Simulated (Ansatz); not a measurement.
## CoBr, space group P6/mmm: cell relaxations under several functionals, step by step

Program: Ansatz's Python interface.

Input file `cobr.xyz`:
```text
2
Lattice="3.49795611 0.0 0.0 -1.74897805 3.02931885 0.0 0.0 0.0 4.502026" Properties=species:S:1:pos:R:3:initial_magmoms:R:1 pbc="T T T"
Co    0.00000000    0.00000000    0.00000000  2.50
Br    0.00000000    0.00000000    2.25101300  0.00
```

The cells in order, each with its output:

```python
import warnings

import ansatz as az
import numpy as np

def edges_and_angles(cell):
    cell = np.asarray(cell)
    a, b, c = np.linalg.norm(cell, axis=1)
    cosines = cell[1] @ cell[2] / (b * c), cell[0] @ cell[2] / (a * c), cell[0] @ cell[1] / (a * b)
    return (a, b, c, *np.degrees(np.arccos(cosines)))
```

```python
warnings.simplefilter("ignore", az.DeckWarning)
```

```python
system = az.Crystal.from_extxyz("cobr.xyz")
```

```python
len(system.resolved().sites)
```

    2

```python
calc = (
    system.calculation()
    .occupations("fermi_dirac")
    .spin("collinear")
    .kpoints(mesh=(9, 9, 6))
    .relax(cell=True, force_tolerance=0.05)
)
```

```python
levels = [("rpbe", "none"), ("r2scan", "none"), ("pbesol", "none")]
print("level            a       b       c    alpha   beta  gamma  V/atom  steps")
for name, dispersion in levels:
    seen = []
    run = calc.functional(name, dispersion=dispersion).session().plan()
    done = run.execute(on_event=lambda e: seen.append(e) if e["event"] == "relax_step" else None)
    cell = done.lattice.cell_ang
    label = name if dispersion == "none" else f"{name}+{dispersion}"
    print("{:13s} {:7.4f} {:7.4f} {:7.4f} {:6.2f} {:6.2f} {:6.2f}".format(label, *edges_and_angles(cell)), f"{abs(np.linalg.det(cell)) / len(done.lattice.sites):7.3f} {len(seen):5d}")
```

    level            a       b       c    alpha   beta  gamma  V/atom  steps
    rpbe           3.8353  3.8353  4.5432  90.00  90.00 120.00  28.938    10
    r2scan         3.4491  3.4491  4.4956  90.00  90.00 120.00  23.157     5
    pbesol         3.3256  3.3256  4.4339  90.00  90.00 120.00  21.233     5

From smallest to largest: PBEsol (21.23 Å³ an atom, -11.0 % against the start), r2SCAN (23.16 Å³ an atom, -2.9 % against the start) and RPBE (28.94 Å³ an atom, +21.3 % against the start). The spread is 36.3 % in volume.

Forces vanish by symmetry, so the ions can't move, and the end may be a saddle. For a metal this k-point mesh is coarse: on a finer one energies can move by several to tens of meV an atom and pressures by half a GPa or more, differences at one mesh by less. Without a Hubbard U or exact exchange, semilocal functionals often make such 3d compounds metallic or too weakly gapped. r2SCAN tends to overestimate the moments of itinerant magnets. This cell is a computed structure, which may not be the phase found in nature. Wall time of the script: 2.3 min on 1 thread of Arm Neoverse V2 (shared host), peak memory 0.61 GiB.
